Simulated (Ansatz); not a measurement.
# CoB2W2: the cost of one run

Computed with Ansatz 0.2.0 (DFT PBEsol, scalar-relativistic, plane waves, PAW, unless a step's input says otherwise).

## (1) The starting structure

Symmetry: Immm, No. 71, orthorhombic system. The conventional cell has a = 3.177 Å, b = 4.564 Å, c = 7.075 Å, α = 90.00°, β = 90.00°, γ = 90.00°. Around Co (site symmetry mmm) lie 4 B at 2.10 Å. Around B (site symmetry m2m) lie 1 B at 1.83 Å and 2 Co at 2.10 Å and 6 W at 2.34 to 2.50 Å. Around W (site symmetry mm2) lie 6 B at 2.34 to 2.50 Å and 4 Co at 2.62 to 2.70 Å.

Coordinates:

```cif
data_structure
_symmetry_space_group_name_H-M 'P 1'
_symmetry_Int_Tables_number 1
_cell_length_a 4.4994
_cell_length_b 4.4994
_cell_length_c 4.4994
_cell_angle_alpha 138.653
_cell_angle_beta 119.048
_cell_angle_gamma 76.334
_cell_volume 51.29
loop_
_atom_site_label
_atom_site_type_symbol
_atom_site_fract_x
_atom_site_fract_y
_atom_site_fract_z
_atom_site_occupancy
Co1 Co 0.00000 0.00000 0.00000 1
B1 B 0.70000 0.50000 0.20000 1
B2 B 0.30000 0.50000 0.80000 1
W1 W 0.29500 0.79500 0.50000 1
W2 W 0.70500 0.20500 0.50000 1
```

Source of the structure: the Crystallography Open Database.

(A quick probe on a coarse mesh, which set the mesh and smearing, is not shown.)

## (3) Coarse relaxation

The input, input.yaml:

```yaml
crystal:
  lattice:
    - [-1.5885, 2.282, 3.5375]
    - [1.5885, -2.282, 3.5375]
    - [1.5885, 2.282, -3.5375]
  atoms:
    - { symbol: Co, position: [0.0, 0.0, 0.0] }
    - { symbol: B, position: [0.7, 0.5, 0.2] }
    - { symbol: B, position: [0.3, 0.5, 0.8] }
    - { symbol: W, position: [0.295, 0.795, 0.5] }
    - { symbol: W, position: [0.705, 0.205, 0.5] }
basis:
  ecutwfc: 420
kpoints:
  mp_grid: { grid: [8, 8, 8] }
hamiltonian:
  xc: pbesol
scf:
  occupations: { method: gaussian, width: 0.1 }
output:
  forces: true
  stress: true
  eigenvalues: true
relax:
  adjacent_minimum: "off"
  f_tol: 0.05
  max_steps: 80
  cell: { stress_tol: 0.5 }
```

Command:

```bash
ansatz run input.yaml --threads 1 --pin off --max-ram 2560MiB --backend cpu --events-out ev --progress --plain --runs-dir out
```

What time and memory should one allow on 1 thread of Arm Neoverse V1, shared host?

About 56 s, with a peak of 0.44 GiB.
